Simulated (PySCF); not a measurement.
**C₃H₇FOSi: electronic excitations and core binding energies**

Aim: predict the electronic excitations and core binding energies of C₃H₇FOSi (`C[C@@H]1CO[Si@@H]1F`).

The runs use PySCF 2.14.0, with density-fitted response routines of our own; the level of theory stands in each step. All values are computed, except where a source is named. Atoms are numbered from 0 throughout.

## 1. The molecule as given

13 atoms, charge 0, multiplicity 1; geometry from: GFN2-xTB.

Bonds of the start (Å): C0–C1 1.52, C1–C2 1.54, C2–O3 1.44, O3–Si4 1.64, Si4–F5 1.61, Si4–C1 1.91, C0–H6 1.09, C0–H7 1.09, C0–H8 1.09, C1–H9 1.09, C2–H10 1.09, C2–H11 1.09, Si4–H12 1.44.

## 2. Excited states and response: wB97X-D/def2-SVPD

The job: settings as JSON, then the geometry in Å.

```
{"job": {"kind": "uv", "xc": "wB97X-D", "basis": "def2-SVPD", "nstates": 8, "ntriplets": 3}, "charge": 0, "multiplicity": 1}
C      1.556023    -0.294676    -0.016595
C      0.142893    -0.186767     0.533769
C     -0.919271    -0.952005    -0.271525
O     -1.735726     0.146391    -0.718731
Si    -0.917360     1.332945     0.068153
F     -0.274050     2.395366    -0.953771
H      1.921704    -1.317660     0.070205
H      2.227650     0.358521     0.536601
H      1.585965    -0.005156    -1.064902
H      0.136683    -0.471185     1.585125
H     -0.528675    -1.479621    -1.141551
H     -1.533157    -1.627855     0.323813
H     -1.667067     2.102190     1.031681
```

With the program's defaults for keys left out, this is: TDDFT wB97X-D/def2-SVPD, vertical, gas phase, core orbitals frozen in the response.

Run with:

```
$ OMP_NUM_THREADS=1 python probes_run.py task.json out
```

The driver reads the jobs from task.json and runs them one after another.

What it wrote:

```text
coarse grid: 11400 points
cycle   1  E = -582.5639595638  dE =  8.457e-01  |g| = 8.128e-01  |ddm| = 4.699e+00
cycle   2  E = -582.5176984716  dE =  4.626e-02  |g| = 1.004e+00  |ddm| = 1.846e+00
cycle   3  E = -582.6921613656  dE = -1.745e-01  |g| = 5.994e-02  |ddm| = 8.955e-01
cycle   4  E = -582.6928192185  dE = -6.579e-04  |g| = 3.409e-02  |ddm| = 1.316e-01
cycle   5  E = -582.6930633120  dE = -2.441e-04  |g| = 8.364e-03  |ddm| = 5.123e-02
cycle   6  E = -582.6930757280  dE = -1.242e-05  |g| = 2.670e-03  |ddm| = 1.419e-02
cycle   7  E = -582.6930772767  dE = -1.549e-06  |g| = 5.228e-04  |ddm| = 4.695e-03
final grid: 105968 points
cycle   8  E = -582.7778435701  dE = -1.248e-04  |g| = 6.741e-03  |ddm| = 1.369e-01
cycle   9  E = -582.7778449724  dE = -1.402e-06  |g| = 7.229e-03  |ddm| = 2.259e-02
cycle  10  E = -582.7778534531  dE = -8.481e-06  |g| = 5.910e-04  |ddm| = 5.562e-03
cycle  11  E = -582.7778535513  dE = -9.822e-08  |g| = 3.119e-04  |ddm| = 2.154e-03
cycle  12  E = -582.7778535774  dE = -2.617e-08  |g| = 5.621e-05  |ddm| = 6.472e-04
cycle  13  E = -582.7778535788  dE = -1.363e-09  |g| = 1.878e-05  |ddm| = 1.681e-04
cycle  14  E = -582.7778535790  dE = -1.501e-10  |g| = 8.937e-06  |ddm| = 6.373e-05
converged SCF energy = -582.7778535790

Static polarisability (au): isotropic 59.654, principal 53.053 58.803 67.106

Singlet excitations
state   eV       nm        f      main configurations
  1   7.2521    171.0   0.02896   H->L 0.90
  2   7.7272    160.5   0.00407   H-1->L 0.54, H->L+1 0.15, H-1->L+1 0.14
  3   7.9273    156.4   0.03312   H->L+2 0.43, H->L+1 0.24, H-1->L 0.15
  4   8.1311    152.5   0.02292   H-2->L 0.58, H->L+2 0.17, H->L+1 0.10
  5   8.2360    150.5   0.02522   H->L+1 0.33, H->L+2 0.26, H-2->L 0.24
  6   8.5096    145.7   0.02311   H-1->L+2 0.90
  7   8.6516    143.3   0.00760   H-1->L+1 0.62, H-1->L 0.20
  8   8.7929    141.0   0.00832   H-2->L+1 0.45, H-2->L+2 0.34

Triplet excitations (Tamm-Dancoff, eV): 6.7133 7.4208 7.5220
```

Wall time 15 s (1 thread of AMD EPYC 9R45, shared host); peak memory 0.81 GiB.

Frontier orbitals and where they lie:

| orbital | eV | atoms |
| --- | --- | --- |
| HOMO−3 | -12.28 | C1 29 %, C0 29 %, H9 11 % |
| HOMO−2 | -10.85 | O3 33 %, C2 19 %, C1 19 % |
| HOMO−1 | -10.45 | O3 53 %, C2 15 %, H11 8 % |
| HOMO | -10.01 | C1 30 %, Si4 18 %, O3 18 % |
| LUMO | 1.91 | Si4 30 %, H12 12 %, C1 12 % |
| LUMO+1 | 2.29 | Si4 33 %, O3 11 %, C0 10 % |
| LUMO+2 | 2.54 | Si4 22 %, O3 14 %, H12 12 % |

With each of the 8 states as a Gaussian band of 0.4 eV half-width at 1/e, the curve within the window shown has maxima at 152 nm (ε 3,400) L/(mol cm). Beyond the last state computed it falls off for lack of states. The curve at chosen wavelengths:

```
 nm  ε (L/mol/cm)
136           408
138           764
140          1229
142          1748
144          2267
146          2743
148          3133
150          3387
152          3449
154          3294
156          2953
158          2511
160          2074
162          1731
164          1519
166          1418
168          1374
170          1324
172          1227
174          1074
176           880
178           674
180           484
182           327
184           208
186           125
```

Leading natural transition orbitals of singlet state 3: the hole lies on C1 33 %; O3 18 %; Si4 15 %; the particle on H12 29 %; Si4 21 %; F5 16 %.

Leading natural transition orbitals of singlet state 1: the hole lies on C1 30 %; O3 20 %; H12 13 %; the particle on H12 26 %; Si4 23 %; O3 11 %.

Ground-state properties from the same run:

| property | computed |
| --- | --- |
| dipole moment (D) | 2.56 |
| polarisability (Å³) | 8.84 |
| HOMO–LUMO gap (eV) | 11.92 |
| −ε(HOMO) (eV) | 10.01 |

The fields below are evaluated on a grid from the run's orbitals.

Frontier orbitals at wB97X-D/def2-SVPD, with the share of their density that lies nearest to each atom:

| orbital | energy (eV) | lies on |
| --- | --- | --- |
| HOMO | -10.01 | C1 31 %; O3 17 %; Si4 14 % |
| LUMO | 1.91 | H12 24 %; Si4 18 %; H7 12 % |

ELF in a plane through or near 4 of the atoms.

Values, 10 rows by 14 columns:
```
0.00 0.00 0.00 0.00 0.00 0.00 0.00 0.00 0.00 0.00 0.00 0.00 0.00 0.00
0.00 0.00 0.00 0.00 0.00 0.00 0.00 0.00 0.00 0.00 0.00 0.00 0.00 0.00
0.00 0.00 0.00 0.02 0.30 0.20 0.00 0.00 0.16 0.19 0.02 0.00 0.00 0.00
0.00 0.00 0.00 0.26 0.93 0.88 0.09 0.05 0.28 0.31 0.16 0.22 0.03 0.00
0.00 0.00 0.03 0.34 0.53 0.13 0.56 0.77 0.08 0.77 0.73 0.81 0.12 0.00
0.00 0.00 0.42 1.00 0.99 0.55 0.62 0.66 0.22 0.63 0.25 0.02 0.00 0.00
0.00 0.00 0.01 0.64 0.19 0.02 0.44 0.29 0.48 0.73 0.58 0.05 0.00 0.00
0.00 0.00 0.00 0.00 0.00 0.01 0.18 0.93 0.92 0.02 0.03 0.00 0.00 0.00
0.00 0.00 0.00 0.00 0.00 0.00 0.03 0.39 0.45 0.00 0.00 0.00 0.00 0.00
0.00 0.00 0.00 0.00 0.00 0.00 0.00 0.00 0.00 0.00 0.00 0.00 0.00 0.00
```
The map spans 10.3 Å across and 9.5 Å up, centred on the molecule. Atoms in the plane (x, y in Å): C0 (-1.5, 0.6), C2 (0.3, -1.3), Si4 (1.5, 0.7), H6 (-2.3, -0.1).

On the surface of density 0.002 e/bohr³ the electrostatic potential runs, from the 1st to the 99th percentile, from -1.51 V near O3 to 1.67 V near Si4.

## 3. X-ray photoelectron lines: SCAN, X2C

The job, as its differences from that of step 2:

```diff
@@ -1,2 +1,2 @@
-{"job": {"kind": "uv", "xc": "wB97X-D", "basis": "def2-SVPD", "nstates": 8, "ntriplets": 3}, "charge": 0, "multiplicity": 1}
+{"job": {"kind": "xps"}, "charge": 0, "multiplicity": 1}
 C      1.556023    -0.294676    -0.016595
```

With the program's defaults for keys left out, this is: delta-SCF UKS SCAN, pcX-2 on the ionised atom, pcseg-1 elsewhere, spin-free X2C.

What it wrote:

```text
ground state, core basis on atom 0 (C), 154 functions
  cycle   1  E = -583.58133312  |g| = 8.44e-01
  cycle   2  E = -583.25113002  |g| = 1.55e+00
  cycle   3  E = -583.71862528  |g| = 1.73e-01
  cycle   4  E = -583.72404980  |g| = 7.53e-02
  cycle   5  E = -583.72524424  |g| = 1.80e-02
  cycle   6  E = -583.72529288  |g| = 8.60e-03
  cycle   7  E = -583.72530619  |g| = 1.48e-03
  cycle   8  E = -583.72531105  |g| = 5.78e-04
  cycle   9  E = -583.72530931  |g| = 1.65e-04
  E(ground) = -583.76331754 Eh
hole in C 1s of atom 0
  cycle   1  E = -572.48009355  |g| = 1.50e+00
  cycle   2  E = -571.92314894  |g| = 1.74e+00
  cycle   3  E = -572.99457591  |g| = 3.29e-01
  cycle   4  E = -573.02122209  |g| = 2.02e-01
  cycle   5  E = -573.03596936  |g| = 6.12e-02
  cycle   6  E = -573.03723476  |g| = 1.67e-02
  cycle   7  E = -573.03733529  |g| = 7.64e-03
  cycle   8  E = -573.03735965  |g| = 3.21e-03
  cycle   9  E = -573.03736321  |g| = 1.38e-03
  cycle  10  E = -573.03736388  |g| = 6.32e-04
  cycle  11  E = -573.03736547  |g| = 1.03e-04
  E(ion) = -573.07436785 Eh   <S^2> = 0.7676   hole on atom = 1.000   binding energy = 290.861 eV
ground state, core basis on atom 1 (C), 154 functions
  cycle   1  E = -583.72846536  |g| = 5.99e-02
  cycle   2  E = -583.72842066  |g| = 2.65e-02
  cycle   3  E = -583.72848967  |g| = 2.05e-02
  cycle   4  E = -583.72859136  |g| = 3.01e-03
  cycle   5  E = -583.72859317  |g| = 7.44e-04
  cycle   6  E = -583.72859386  |g| = 1.33e-04
  E(ground) = -583.76681788 Eh
hole in C 1s of atom 1
  cycle   1  E = -572.47631564  |g| = 1.52e+00
  cycle   2  E = -571.57535863  |g| = 1.99e+00
  cycle   3  E = -572.98739438  |g| = 4.13e-01
  cycle   4  E = -573.02117412  |g| = 3.03e-01
  cycle   5  E = -573.05344230  |g| = 6.59e-02
  cycle   6  E = -573.05492595  |g| = 2.04e-02
  cycle   7  E = -573.05503425  |g| = 1.23e-02
  cycle   8  E = -573.05508989  |g| = 3.15e-03
  cycle   9  E = -573.05509540  |g| = 1.34e-03
  cycle  10  E = -573.05509723  |g| = 5.09e-04
  cycle  11  E = -573.05509658  |g| = 1.35e-04
  E(ion) = -573.09208446 Eh   <S^2> = 0.7711   hole on atom = 1.000   binding energy = 290.474 eV
ground state, core basis on atom 2 (C), 154 functions
  cycle   1  E = -583.72926702  |g| = 5.76e-02
  cycle   2  E = -583.72924201  |g| = 1.92e-02
  cycle   3  E = -583.72920922  |g| = 2.28e-02
  cycle   4  E = -583.72932872  |g| = 3.92e-03
  cycle   5  E = -583.72932953  |g| = 8.83e-04
  cycle   6  E = -583.72933151  |g| = 1.74e-04
  E(ground) = -583.76716769 Eh
hole in C 1s of atom 2
  cycle   1  E = -572.42656638  |g| = 1.51e+00
  cycle   2  E = -571.40889478  |g| = 2.07e+00
  cycle   3  E = -572.91671653  |g| = 4.34e-01
  cycle   4  E = -572.95723427  |g| = 2.90e-01
  cycle   5  E = -572.98657905  |g| = 6.81e-02
  cycle   6  E = -572.98834670  |g| = 1.68e-02
  cycle   7  E = -572.98846234  |g| = 9.65e-03
  cycle   8  E = -572.98850725  |g| = 4.73e-03
  cycle   9  E = -572.98851934  |g| = 2.52e-03
  cycle  10  E = -572.98852349  |g| = 1.14e-03
  cycle  11  E = -572.98852750  |g| = 3.40e-04
  E(ion) = -573.02550692 Eh   <S^2> = 0.7757   hole on atom = 1.000   binding energy = 292.295 eV
ground state, core basis on atom 3 (O), 154 functions
  cycle   1  E = -583.75987109  |g| = 1.01e-01
  cycle   2  E = -583.75883045  |g| = 8.98e-02
  cycle   3  E = -583.75963819  |g| = 6.07e-02
  cycle   4  E = -583.76026654  |g| = 6.18e-03
  cycle   5  E = -583.76027208  |g| = 1.39e-03
  cycle   6  E = -583.76027411  |g| = 3.10e-04
  E(ground) = -583.79554895 Eh
hole in O 1s of atom 3
  cycle   1  E = -563.16501552  |g| = 2.23e+00
  cycle   2  E = -562.60211544  |g| = 2.28e+00
  cycle   3  E = -563.92392332  |g| = 4.66e-01
  cycle   4  E = -563.96492012  |g| = 2.72e-01
  cycle   5  E = -563.99097913  |g| = 7.77e-02
  cycle   6  E = -563.99256964  |g| = 2.93e-02
  cycle   7  E = -563.99295714  |g| = 5.84e-03
  cycle   8  E = -563.99297417  |g| = 1.41e-03
  cycle   9  E = -563.99297536  |g| = 8.27e-04
  cycle  10  E = -563.99297507  |g| = 2.29e-04
  E(ion) = -564.02887413 Eh   <S^2> = 0.7629   hole on atom = 1.000   binding energy = 537.879 eV
ground state, core basis on atom 4 (Si), 165 functions
  cycle   1  E = -583.83743614  |g| = 3.01e-01
  cycle   2  E = -583.83440270  |g| = 1.63e-01
  cycle   3  E = -583.83314850  |g| = 1.78e-01
  cycle   4  E = -583.83896933  |g| = 1.96e-02
  cycle   5  E = -583.83903153  |g| = 4.21e-03
  cycle   6  E = -583.83903508  |g| = 9.85e-04
  cycle   7  E = -583.83903456  |g| = 3.16e-04
  E(ground) = -583.83568095 Eh
hole in Si 1s of atom 4
  cycle   1  E = -514.86897502  |g| = 4.35e+00
  cycle   2  E = -514.80490165  |g| = 2.27e+00
  cycle   3  E = -515.35438012  |g| = 1.08e+00
  cycle   4  E = -515.84805398  |g| = 4.28e-01
  cycle   5  E = -515.89960523  |g| = 1.76e-01
  cycle   6  E = -515.91256899  |g| = 5.52e-02
  cycle   7  E = -515.91358394  |g| = 2.77e-02
  cycle   8  E = -515.91382779  |g| = 1.04e-02
  cycle   9  E = -515.91387134  |g| = 3.20e-03
  cycle  10  E = -515.91387554  |g| = 7.13e-04
  cycle  11  E = -515.91387602  |g| = 2.89e-04
  E(ion) = -515.91846619 Eh   <S^2> = 0.7523   hole on atom = 1.000   binding energy = 1848.122 eV
hole in Si 2p of atom 4
  cycle   1  E = -579.53508422  |g| = 1.24e+00
  cycle   2  E = -579.34015057  |g| = 1.22e+00
  cycle   3  E = -579.76394617  |g| = 4.47e-01
  cycle   4  E = -579.84278646  |g| = 1.47e-01
  cycle   5  E = -579.84883375  |g| = 6.30e-02
  cycle   6  E = -579.85044198  |g| = 2.50e-02
  cycle   7  E = -579.85068070  |g| = 7.87e-03
  cycle   8  E = -579.85069385  |g| = 4.29e-03
  cycle   9  E = -579.85070213  |g| = 7.93e-04
  cycle  10  E = -579.85070284  |g| = 2.74e-04
  E(ion) = -579.85830210 Eh   <S^2> = 0.7523   hole on atom = 1.003   binding energy = 108.230 eV
  2p3/2 = 108.066 eV   2p1/2 = 108.693 eV
ground state, core basis on atom 5 (F), 154 functions
  cycle   1  E = -583.77242968  |g| = 1.27e-01
  cycle   2  E = -583.77144985  |g| = 1.02e-01
  cycle   3  E = -583.77225761  |g| = 7.07e-02
  cycle   4  E = -583.77297477  |g| = 8.33e-03
  cycle   5  E = -583.77298900  |g| = 2.37e-03
  cycle   6  E = -583.77299043  |g| = 4.32e-04
  E(ground) = -583.81291862 Eh
hole in F 1s of atom 5
  cycle   1  E = -557.42649073  |g| = 2.58e+00
  cycle   2  E = -557.32575827  |g| = 2.14e+00
  cycle   3  E = -558.24431710  |g| = 4.37e-01
  cycle   4  E = -558.23240728  |g| = 4.54e-01
  cycle   5  E = -558.31808510  |g| = 7.32e-02
  cycle   6  E = -558.31960331  |g| = 3.80e-02
  cycle   7  E = -558.32035893  |g| = 6.33e-03
  cycle   8  E = -558.32037935  |g| = 1.89e-03
  cycle   9  E = -558.32038074  |g| = 6.51e-04
  cycle  10  E = -558.32038048  |g| = 2.62e-04
  E(ion) = -558.36552816 Eh   <S^2> = 0.7567   hole on atom = 1.000   binding energy = 692.459 eV
```

Wall time 35 s (1 thread of AMD EPYC 9R45, shared host); peak memory 0.66 GiB.

The holes in one table. −ε is the ground-state orbital energy:

| hole | stands for | environment | ΔSCF (eV; 2p as the shell's mean) | −ε (eV) | ⟨S²⟩ |
| --- | --- | --- | --- | --- | --- |
| C1s on C0 | C0 | methyl carbon | 290.86 | 273.6 | 0.768 |
| C1s on C1 | C1 | sp3 CH bonded to Si | 290.47 | 273.8 | 0.771 |
| C1s on C2 | C2 | sp3 CH2 bonded to O | 292.30 | 275.2 | 0.776 |
| O1s on O3 | O3 | oxygen bonded to C, Si, in a 4-membered ring | 537.88 | 516.4 | 0.763 |
| Si1s on Si4 | Si4 | silicon bonded to C, F, O, H, in a 4-membered ring | 1848.12 | 1794.6 | 0.752 |
| Si2p on Si4 | Si4 | silicon bonded to C, F, O, H, in a 4-membered ring | 108.28 | 97.3 | 0.752 |
| F1s on F5 | F5 | fluorine bonded to Si | 692.46 | 666.5 | 0.757 |

With the spin-orbit splitting: Si4 2p3/2 108.07, 2p1/2 108.69 eV. The table gives each 2p level as the mean over the whole 2p shell (two parts 2p3/2, one part 2p1/2), which differs a little from the single hole in the log.

## 4. Results

```
                                quantity                               value
      lowest singlet (wB97X-D/def2-SVPD)         7.25 eV (171 nm), f = 0.029
brightest single state of those computed         state 3, 7.93 eV, f = 0.033
                          lowest triplet                             6.71 eV
   surface potential, 1st and 99th percentile                  -1.51 V and 1.67 V
        C1s binding energies, SCAN/pcX-2  C2 292.30, C0 290.86, C1 290.47 eV
        O1s binding energies, SCAN/pcX-2                        O3 537.88 eV
       Si1s binding energies, SCAN/pcX-2                      Si4 1848.12 eV
       Si2p binding energies, SCAN/pcX-2                       Si4 108.28 eV
        F1s binding energies, SCAN/pcX-2                        F5 692.46 eV
```

What this shows: The lowest singlet, at 7.25 eV, is HOMO→LUMO 0.90 and is weak; of the 8 states computed, the strongest absorption comes from state 3 at 7.93 eV. The lowest triplet lies 0.54 eV below the lowest singlet (triplets in Tamm-Dancoff, singlets in full TDDFT). C2 (sp3 CH2 bonded to O) binds its C1s electron 1.82 eV more tightly than C1 (sp3 CH bonded to Si).
